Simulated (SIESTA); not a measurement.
## Mg in SIESTA: the effect of functional

Slab: Mg, a slab with vacuum.

```
Mg
1.0
     3.20927    0.00000    0.00000
    -1.60464    2.77931    0.00000
     0.00000    0.00000   25.42066
Mg
5
Cartesian
  0.0000 1.8529 7.5000
  1.6046 0.9264 10.1052
  0.0000 1.8529 12.7103
  1.6046 0.9264 15.3155
  0.0000 1.8529 17.9207
```

The slab is cut from a database's or a generator's crystal, which needn't be the stable form of the element.

Alike in all runs:

| Item | Value |
| --- | --- |
| Program | SIESTA 5.4.2 |
| Task | single point |
| Basis | DZP (energy shift 0.003 Ry; two zetas on semicore shells) |
| Grid cutoff | 800 Ry |
| Energy shift | 0.003 Ry |
| k mesh | 10 × 10 × 1 |
| Occupations | fermi-dirac, width 0.05 eV |
| Spin | no spin polarisation |

```tsv
functional	potentials or basis	largest force (eV/Å)
LDA	PseudoDojo 0.4 standard (LDA files)	0.03
PBEsol	PseudoDojo 0.4 standard (PBEsol files)	0.10
AM05	PseudoDojo 0.4 standard (PBEsol files)	0.11
WC	PseudoDojo 0.4 standard (PBEsol files)	0.10
PBE	PseudoDojo 0.4 standard (PBE files)	0.14
PW91	PseudoDojo 0.4 standard (PBE files)	0.14
revPBE	PseudoDojo 0.4 standard (PBE files)	0.19
RPBE	PseudoDojo 0.4 standard (PBE files)	?
BLYP	PseudoDojo 0.4 standard (PBE files)	0.17
```

Problem. What does the run with functional RPBE give?

Solution. Largest force 0.21 eV/Å.

Caveats: the potentials were made for another functional, which shifts forces and pressure (some runs).
